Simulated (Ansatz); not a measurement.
# H6N3NbO: one species, many methods

The task here is to estimate one member of a computed series from the others.

Method: functionals in def2-TZVPP, the program's frozen cores in correlated methods; program: Ansatz 0.2.0, Gaussian basis.

Plan: LDA (SPW92), PBE-D4, revPBE-D4, BLYP-D4, r2SCAN-D4, B97M-V, PBE0-D4, B3LYP-D4, r2SCANh-D4, r2SCAN0-D4, HSE06-D4, BHLYP-D4, CAM-B3LYP-D4, LC-ωPBE, ωB97X-V, ωB97M-V, B2PLYP, PBE-QIDH; CCSD(T)/def2-SVP; CCSD(T)/def2-TZVPP; MP2/def2-QZVPP; extrapolation to the limit; RPA on PBE.

## The geometry

All runs share one geometry, relaxed beforehand with PBE0-D4 in a triple-zeta def2 set. Nb takes the def2 core potential; no spin-orbit term is included.

SMILES `[NH]=[Nb]([NH2])([NH2])[OH]`, 11 atoms, charge 0, spin multiplicity 1.

Atoms are counted from 1 here; the program's logs count them from 0.

Bond lengths: N1–Nb2 1.749 Å, N1–H6 1.008 Å, Nb2–N3 1.985 Å, Nb2–N4 1.985 Å, Nb2–O5 1.915 Å, N3–H7 1.008 Å, N3–H8 1.011 Å, N4–H9 1.007 Å, N4–H10 1.011 Å, O5–H11 0.956 Å. Angles: Nb2–N1–H6 173.3°, N1–Nb2–N3 105.5°, N1–Nb2–N4 105.5°, N1–Nb2–O5 114.6°, N3–Nb2–N4 112.5°, N3–Nb2–O5 109.3°, N4–Nb2–O5 109.3°, Nb2–N3–H7 125.8°, Nb2–N3–H8 124.1°, H7–N3–H8 110.0°, Nb2–N4–H9 125.8°, Nb2–N4–H10 124.1°, H9–N4–H10 110.0°, Nb2–O5–H11 134.4°.

Set-up of the first run:

File in.yaml:

```yaml
crystal:
  periodic: [false, false, false]
  atoms:
    - {symbol: N, position_ang: [-1.551943, 0.454726, 0.819238]}
    - {symbol: Nb, position_ang: [-0.177145, -0.033909, -0.144393]}
    - {symbol: N, position_ang: [0.647622, -1.549521, 0.835873]}
    - {symbol: N, position_ang: [1.008227, 1.555749, -0.223563]}
    - {symbol: O, position_ang: [-0.607769, -0.591403, -1.925129]}
    - {symbol: H, position_ang: [-2.410114, 0.712166, 1.280989]}
    - {symbol: H, position_ang: [0.359604, -1.895067, 1.737404]}
    - {symbol: H, position_ang: [1.466548, -2.049994, 0.519462]}
    - {symbol: H, position_ang: [0.861260, 2.425465, 0.263295]}
    - {symbol: H, position_ang: [1.888654, 1.581551, -0.718940]}
    - {symbol: H, position_ang: [-1.419447, -0.666664, -2.423836]}
basis:
  gaussian: {orbitals: def2-TZVPP}
hamiltonian: {xc: lda}
output: {orbitals: {seedname: orbitals}}
```

Steps of the session up to this table: LDA; PBE-D4 (GGA); revPBE-D4 (GGA); BLYP-D4 (GGA); r2SCAN-D4 (meta-GGA); B97M-V (meta-GGA); PBE0-D4 (hybrid); B3LYP-D4 (hybrid); r2SCANh-D4 (hybrid); r2SCAN0-D4 (hybrid); HSE06-D4 (hybrid); BHLYP-D4 (hybrid); CAM-B3LYP-D4 (range-separated); LC-ωPBE-D4 (range-separated; the results give it without D4); ωB97X-V (range-separated); ωB97M-V (range-separated); B2PLYP (double hybrid); PBE-QIDH (double hybrid).

One of the session's tables, all rows but one given; the rest of the session is left out.

It belongs to the step «Frontier levels by functional». 

```
  functional  HOMO (eV)  gap (eV)
 LDA (SPW92)      -5.73      4.54
      PBE-D4      -5.53      4.53
   revPBE-D4          ?         ?
     BLYP-D4      -5.41      4.51
   r2SCAN-D4      -5.83      4.99
      B97M-V      -5.88      5.09
     PBE0-D4      -6.91      6.78
    B3LYP-D4      -6.67      6.30
  r2SCANh-D4      -6.35      5.82
  r2SCAN0-D4      -7.13      7.10
    HSE06-D4      -6.50      5.99
    BHLYP-D4      -8.21      8.72
CAM-B3LYP-D4      -8.31      8.98
     LC-ωPBE      -9.70     11.47
     ωB97X-V      -9.31     10.91
     ωB97M-V      -9.21     10.28
```

Q: Estimate the row for revPBE-D4 from the others.

The run gave: HOMO (eV): -5.46; gap (eV): 4.54. In the column «HOMO (eV)» it lies between PBE-D4 (-5.53) and BLYP-D4 (-5.41).
